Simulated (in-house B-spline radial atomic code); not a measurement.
# Mo¹⁰⁺: excited configurations

How much energy does it take to promote electrons of Mo¹⁰⁺ to other shells? Each configuration is solved by itself and compared with the reference.

The numbers are computed with in-house B-spline radial atomic code version 1 (Dirac-Hartree-Fock, average of configuration, Fermi nucleus, basis-set limit), except any that are marked as measured or tabulated.

## 1. Starting point

| Item | Value |
| --- | --- |
| element | molybdenum (Z = 42) |
| charge | +10 |
| electrons | 32 |
| configuration | [Ar] 3d10 4s2 4p2 |
| Hamiltonian | Dirac-Coulomb |
| nucleus | Fermi, rms radius 4.409 fm |

The outer shells:

[Ar] 3d10 4s2 4p2
```
[Ar] core
3d [↑↓][↑↓][↑↓][↑↓][↑↓]
4s [↑↓]
4p [↑ ][↑ ][  ]
```

The boxes draw the filling by Hund's rule, which heavy ions in jj coupling don't follow; these runs average over all states of the configuration.

Settings, as recorded:

```ini
Z = 42
electrons = 32.0
configuration = [Ar] 3d10 4s2 4p2
hamiltonian = dirac
method = hf
spin_polarised = False
nucleus = fermi
rms_radius = 4.4091
mass_number = 98
atomic_mass = 97.905403609
speed_of_light = 137.035999084
```

This reference run was done before. Its total energy is -4016.925615 hartree, and its levels are (the highest eight at most):

```csv
orbital,occupation,energy (eV),<r> (bohr)
3s1/2,2,-712.81,0.4240
3p1/2,2,-618.44,0.4197
3p3/2,4,-599.94,0.4295
3d3/2,4,-435.57,0.4074
3d5/2,6,-432.10,0.4107
4s1/2,2,-235.94,1.011
4p1/2,0.666667,-208.56,1.059
4p3/2,1.33333,-205.09,1.076
```

## 2. Configuration [Ar] 3d10 4s2 4p1 7g1

The settings differ from step 1 so:

```diff
@@ -2,3 +2,3 @@
 electrons = 32.0
-configuration = [Ar] 3d10 4s2 4p2
+configuration = [Ar] 3d10 4s2 4p1 7g1
 hamiltonian = dirac
```

Main fields of the result record, rounded:

```text
{
  "status": "converged",
  "iterations": 9,
  "energy [hartree]": {"total": -4010.60315042, "kinetic": 4160.76125672, "nuclear": -9450.21784562, "coulomb": 1393.81040589, "exact_exchange": -114.956967409},
  "breit [hartree]": {"gaunt": 2.676569, "retardation": -0.2639599, "frequency_dependence": -0.01668583},
  "qed [hartree]": {"self_energy": 1.811188, "uehling": -0.2071875, "wichmann_kroll": 0.003121847},
  "recoil [hartree]": 0.01590667,
  "total_with_corrections [hartree]": -4006.58419782,
  "orbitals [hartree, bohr; first row names the columns]": [
    ["name", "occ", "eps", "<r>"],
    ["1s1/2", 2.0, -747.36758, 0.035154],
    ["2s1/2", 2.0, -114.96816, 0.15295],
    ["2p1/2", 2.0, -106.04984, 0.13077],
    ["2p3/2", 4.0, -102.10454, 0.13529],
    ["3s1/2", 2.0, -26.941329, 0.42353],
    ["3p1/2", 2.0, -23.469241, 0.4192],
    ["3p3/2", 4.0, -22.787593, 0.4289],
    ["3d3/2", 4.0, -16.758843, 0.40619],
    ["3d5/2", 6.0, -16.630542, 0.40945],
    ["4s1/2", 2.0, -9.1905368, 0.99792],
    ["4p1/2", 0.33333, -8.2318273, 1.0413],
    ["4p3/2", 0.66667, -8.0997807, 1.0578],
    ["7g7/2", 0.44444, -1.2454016, 5.6993],
    ["7g9/2", 0.55556, -1.2453548, 5.6996]
  ],
  "sum_r [bohr^k]": {"-1": 225.0065, "1": 17.40904, "2": 44.1234},
  "energy_minus_base [hartree]": 6.32246451,
  "energy_minus_base_with_corrections [hartree]": 6.31890995
}
```

Wall time 0.9 s (1 thread, shared host).

energy_minus_base is the energy less that of the reference run.

## 3. Run with [Ar] 3d10 4s1 4p2 6s1

The settings differ from step 2 so:

```diff
@@ -2,3 +2,3 @@
 electrons = 32.0
-configuration = [Ar] 3d10 4s2 4p1 7g1
+configuration = [Ar] 3d10 4s1 4p2 6s1
 hamiltonian = dirac
```

From the record:

```text
{
  "status": "converged",
  "iterations": 12,
  "energy [hartree]": {"total": -4010.98950947, "kinetic": 4160.94292659, "nuclear": -9455.02109352, "coulomb": 1397.34848328, "exact_exchange": -114.259825825},
  "breit [hartree]": {"gaunt": 2.678362, "retardation": -0.2645407, "frequency_dependence": -0.01677598},
  "qed [hartree]": {"self_energy": 1.808335, "uehling": -0.2068722, "wichmann_kroll": 0.003117147},
  "recoil [hartree]": 0.01588981,
  "total_with_corrections [hartree]": -4006.97199428,
  "orbitals [hartree, bohr; first row names the columns]": [
    ["name", "occ", "eps", "<r>"],
    ["1s1/2", 2.0, -747.20854, 0.035154],
    ["2s1/2", 2.0, -114.8143, 0.15298],
    ["2p1/2", 2.0, -105.90548, 0.13077],
    ["2p3/2", 4.0, -101.9606, 0.13529],
    ["3s1/2", 2.0, -26.790908, 0.42431],
    ["3p1/2", 2.0, -23.341505, 0.41913],
    ["3p3/2", 4.0, -22.659963, 0.42881],
    ["3d3/2", 4.0, -16.627252, 0.40626],
    ["3d5/2", 6.0, -16.49897, 0.40951],
    ["4s1/2", 1.0, -9.0809185, 0.99671],
    ["4p1/2", 0.66667, -8.0393221, 1.0436],
    ["4p3/2", 1.3333, -7.9068753, 1.0605],
    ["6s1/2", 1.0, -2.8113161, 3.0581]
  ],
  "sum_r [bohr^k]": {"-1": 225.1209, "1": 14.82772, "2": 17.87703},
  "energy_minus_base [hartree]": 5.93610546,
  "energy_minus_base_with_corrections [hartree]": 5.93111349
}
```

Wall time 0.92 s (1 thread, shared host).

## 4. [Ar] 3d9 4s2 4p2 5p1

The settings differ from step 3 so:

```diff
@@ -2,3 +2,3 @@
 electrons = 32.0
-configuration = [Ar] 3d10 4s1 4p2 6s1
+configuration = [Ar] 3d9 4s2 4p2 5p1
 hamiltonian = dirac
```

From the record:

```text
{
  "status": "converged",
  "iterations": 9,
  "energy [hartree]": {"total": -4005.22912599, "kinetic": 4155.79124385, "nuclear": -9426.776689, "coulomb": 1378.09292643, "exact_exchange": -112.336607268},
  "breit [hartree]": {"gaunt": 2.67827, "retardation": -0.2645623, "frequency_dependence": -0.01682478},
  "qed [hartree]": {"self_energy": 1.812381, "uehling": -0.2072815, "wichmann_kroll": 0.003123284},
  "recoil [hartree]": 0.01593498,
  "total_with_corrections [hartree]": -4001.20808553,
  "orbitals [hartree, bohr; first row names the columns]": [
    ["name", "occ", "eps", "<r>"],
    ["1s1/2", 2.0, -747.97801, 0.035156],
    ["2s1/2", 2.0, -115.66593, 0.15291],
    ["2p1/2", 2.0, -106.74199, 0.13071],
    ["2p3/2", 4.0, -102.7973, 0.13522],
    ["3s1/2", 2.0, -27.313046, 0.42054],
    ["3p1/2", 2.0, -23.831372, 0.41544],
    ["3p3/2", 4.0, -23.137027, 0.42493],
    ["3d3/2", 3.6, -17.211682, 0.39973],
    ["3d5/2", 5.4, -17.080232, 0.40284],
    ["4s1/2", 2.0, -9.1744846, 0.98325],
    ["4p1/2", 0.66667, -8.1426369, 1.0182],
    ["4p3/2", 1.3333, -8.0039357, 1.0345],
    ["5p1/2", 0.33333, -4.0607819, 2.002],
    ["5p3/2", 0.66667, -4.0148899, 2.0263]
  ],
  "sum_r [bohr^k]": {"-1": 224.4484, "1": 14.20733, "2": 12.6206},
  "energy_minus_base [hartree]": 11.6964889,
  "energy_minus_base_with_corrections [hartree]": 11.6950222
}
```

It took 0.77 s on 1 thread, shared host.

Radial density 4πr²n(r) and radial functions P(r) = rR(r):

```csv
r (bohr),4πr²n,3d5/2,4p3/2,5p3/2
0.00300,5.718,0.0000,0.0036,0.0019
0.00451,10.95,0.0002,0.0077,0.0042
0.00679,19.71,0.0005,0.0165,0.0090
0.0102,32.16,0.0016,0.0343,0.0187
0.0154,45.84,0.0052,0.0694,0.0379
0.0232,53.44,0.0159,0.1321,0.0721
0.0349,49.80,0.0463,0.2300,0.1255
0.0525,45.24,0.1252,0.3487,0.1899
0.0790,56.91,0.3063,0.4157,0.2253
0.119,64.67,0.6519,0.2855,0.1515
0.179,44.79,1.1421,-0.1351,-0.0810
0.269,43.08,1.5468,-0.5919,-0.3218
0.405,43.92,1.4933,-0.4586,-0.2095
0.610,16.72,0.9195,0.4473,0.3110
0.918,7.122,0.3052,1.1473,0.4635
1.38,2.340,0.0419,0.7833,-0.3457
2.08,0.8467,0.0015,0.1651,-0.8744
3.13,0.1163,0.0000,0.0051,-0.3456
4.71,0.0005675,0.0000,-0.0002,-0.0245
7.09,2.313e-08,0.0000,0.0000,-0.0002
```

On the record's full grid the radial density has clear maxima near r = 0.023, 0.12, 0.33 bohr.

X-ray form factor of the spherical density:

```csv
sinθ/λ (1/Å),f (electrons)
0,32.000
0.1,31.125
0.2,29.015
0.3,26.532
0.4,24.081
0.6,19.532
0.8,15.759
1,12.738
1.4,8.529
1.8,6.421
2.5,4.842
4,2.585
6,1.373
```

## 5. Run with [Ar] 3d10 4s2 4p1 6d1

The settings differ from step 4 so:

```diff
@@ -2,3 +2,3 @@
 electrons = 32.0
-configuration = [Ar] 3d9 4s2 4p2 5p1
+configuration = [Ar] 3d10 4s2 4p1 6d1
 hamiltonian = dirac
```

From the record:

```text
{
  "status": "converged",
  "iterations": 9,
  "energy [hartree]": {"total": -4011.50516053, "kinetic": 4161.65923486, "nuclear": -9456.05884403, "coulomb": 1397.87699482, "exact_exchange": -114.982546178},
  "breit [hartree]": {"gaunt": 2.676789, "retardation": -0.2640114, "frequency_dependence": -0.01668431},
  "qed [hartree]": {"self_energy": 1.811146, "uehling": -0.2071832, "wichmann_kroll": 0.003121783},
  "recoil [hartree]": 0.01590763,
  "total_with_corrections [hartree]": -4007.48607583,
  "orbitals [hartree, bohr; first row names the columns]": [
    ["name", "occ", "eps", "<r>"],
    ["1s1/2", 2.0, -747.22727, 0.035154],
    ["2s1/2", 2.0, -114.82864, 0.15296],
    ["2p1/2", 2.0, -105.91, 0.13077],
    ["2p3/2", 4.0, -101.9648, 0.13529],
    ["3s1/2", 2.0, -26.81243, 0.42362],
    ["3p1/2", 2.0, -23.340283, 0.41931],
    ["3p3/2", 4.0, -22.659011, 0.42903],
    ["3d3/2", 4.0, -16.629811, 0.40636],
    ["3d5/2", 6.0, -16.501631, 0.40962],
    ["4s1/2", 2.0, -9.0823304, 0.9989],
    ["4p1/2", 0.33333, -8.1247352, 1.0425],
    ["4p3/2", 0.66667, -7.9930893, 1.059],
    ["6d3/2", 0.4, -2.1500483, 3.5942],
    ["6d5/2", 0.6, -2.1458919, 3.6016]
  ],
  "sum_r [bohr^k]": {"-1": 225.1456, "1": 15.31404, "2": 21.89485},
  "energy_minus_base [hartree]": 5.4204544,
  "energy_minus_base_with_corrections [hartree]": 5.41703194
}
```

Wall time 0.74 s (1 thread, shared host).

## 6. Configuration [Ar] 3d10 4s1 4p2 7d1

The settings differ from step 5 so:

```diff
@@ -2,3 +2,3 @@
 electrons = 32.0
-configuration = [Ar] 3d10 4s2 4p1 6d1
+configuration = [Ar] 3d10 4s1 4p2 7d1
 hamiltonian = dirac
```

From the record:

```text
{
  "status": "converged",
  "iterations": 9,
  "energy [hartree]": {"total": -4009.78684677, "kinetic": 4159.67276906, "nuclear": -9448.04740807, "coulomb": 1392.82386506, "exact_exchange": -114.236072818},
  "breit [hartree]": {"gaunt": 2.677855, "retardation": -0.2645068, "frequency_dependence": -0.01678076},
  "qed [hartree]": {"self_energy": 1.807773, "uehling": -0.206813, "wichmann_kroll": 0.003116261},
  "recoil [hartree]": 0.01588187,
  "total_with_corrections [hartree]": -4005.77032111,
  "orbitals [hartree, bohr; first row names the columns]": [
    ["name", "occ", "eps", "<r>"],
    ["1s1/2", 2.0, -747.36345, 0.035154],
    ["2s1/2", 2.0, -114.9608, 0.15298],
    ["2p1/2", 2.0, -106.05453, 0.13077],
    ["2p3/2", 4.0, -102.10951, 0.13529],
    ["3s1/2", 2.0, -26.933058, 0.42431],
    ["3p1/2", 2.0, -23.486277, 0.41909],
    ["3p3/2", 4.0, -22.80463, 0.42877],
    ["3d3/2", 4.0, -16.77309, 0.40618],
    ["3d5/2", 6.0, -16.644777, 0.40942],
    ["4s1/2", 1.0, -9.2983911, 0.99554],
    ["4p1/2", 0.66667, -8.1728455, 1.0424],
    ["4p3/2", 1.3333, -8.0400252, 1.0592],
    ["7d3/2", 0.4, -1.5197435, 5.1807],
    ["7d5/2", 0.6, -1.517253, 5.1896]
  ],
  "sum_r [bohr^k]": {"-1": 224.9548, "1": 16.95092, "2": 37.62767},
  "energy_minus_base [hartree]": 7.13876815,
  "energy_minus_base_with_corrections [hartree]": 7.13278666
}
```

It took 0.78 s on 1 thread, shared host.

## 7. Run with [Ar] 3d10 4s1 4p2 5d1

The settings differ from step 6 so:

```diff
@@ -2,3 +2,3 @@
 electrons = 32.0
-configuration = [Ar] 3d10 4s1 4p2 7d1
+configuration = [Ar] 3d10 4s1 4p2 5d1
 hamiltonian = dirac
```

From the record:

```text
{
  "status": "converged",
  "iterations": 9,
  "energy [hartree]": {"total": -4011.55794955, "kinetic": 4161.43747263, "nuclear": -9460.2029095, "coulomb": 1401.48850046, "exact_exchange": -114.281013139},
  "breit [hartree]": {"gaunt": 2.678095, "retardation": -0.2645634, "frequency_dependence": -0.0167781},
  "qed [hartree]": {"self_energy": 1.807721, "uehling": -0.206808, "wichmann_kroll": 0.003116186},
  "recoil [hartree]": 0.01588678,
  "total_with_corrections [hartree]": -4007.54127992,
  "orbitals [hartree, bohr; first row names the columns]": [
    ["name", "occ", "eps", "<r>"],
    ["1s1/2", 2.0, -747.07239, 0.035154],
    ["2s1/2", 2.0, -114.67017, 0.15299],
    ["2p1/2", 2.0, -105.76354, 0.13077],
    ["2p3/2", 4.0, -101.81863, 0.13529],
    ["3s1/2", 2.0, -26.655918, 0.42443],
    ["3p1/2", 2.0, -23.209058, 0.41925],
    ["3p3/2", 4.0, -22.527896, 0.42894],
    ["3d3/2", 4.0, -16.496005, 0.40641],
    ["3d5/2", 6.0, -16.367848, 0.40966],
    ["4s1/2", 1.0, -9.0539831, 0.99761],
    ["4p1/2", 0.66667, -7.9315005, 1.0451],
    ["4p3/2", 1.3333, -7.7995596, 1.0621],
    ["5d3/2", 0.4, -3.2948823, 2.2704],
    ["5d5/2", 0.6, -3.2867926, 2.2766]
  ],
  "sum_r [bohr^k]": {"-1": 225.2442, "1": 14.05029, "2": 13.30473},
  "energy_minus_base [hartree]": 5.36766538,
  "energy_minus_base_with_corrections [hartree]": 5.36182785
}
```

It took 0.77 s on 1 thread, shared host.

## 8. The excitation energies

| net move | configuration | energy above the reference (eV) | with Breit, QED, recoil (eV) | largest <r> (bohr) |
| --- | --- | --- | --- | --- |
| 4s → 5d | [Ar] 3d10 4s1 4p2 5d1 | 146.06 | 145.90 | 2.28 |
| 4p → 6d | [Ar] 3d10 4s2 4p1 6d1 | 147.50 | 147.40 | 3.60 |
| 4s → 6s | [Ar] 3d10 4s1 4p2 6s1 | 161.53 | 161.39 | 3.06 |
| 4p → 7g | [Ar] 3d10 4s2 4p1 7g1 | 172.04 | 171.95 | 5.70 |
| 4s → 7d | [Ar] 3d10 4s1 4p2 7d1 | 194.26 | 194.09 | 5.19 |
| 3d → 5p | [Ar] 3d9 4s2 4p2 5p1 | 318.28 | 318.24 | 2.03 |

Quantum defects of the promoted electron, δ = n − ζ/√(−2ε) with ζ = 11 and ε its orbital energy in hartree:

| promotion | δ |
| --- | --- |
| 4s → 5d | 0.712 |
| 4p → 6d | 0.692 |
| 4s → 6s | 1.361 |
| 4p → 7g | 0.030 |
| 4s → 7d | 0.687 |
| 3d → 5p | 1.126 |

What this shows: At the bottom stands 4s → 5d (146.06 eV), at the top 3d → 5p (318.28 eV). 1 of them lies more than 2 % above the ionisation threshold that Koopmans' theorem gives (205.09 eV), where such states can decay by emitting an electron. Of those tabulated, the defect is largest for 6s (1.36) and least for 7g (0.03): low angular momentum penetrates the core, high angular momentum stays outside it. Two partly filled shells share a symmetry and can mix in the average, which may lower the energy, for: 4s → 6s; 3d → 5p. These are averages over configurations, without correlation, not spectroscopic levels.
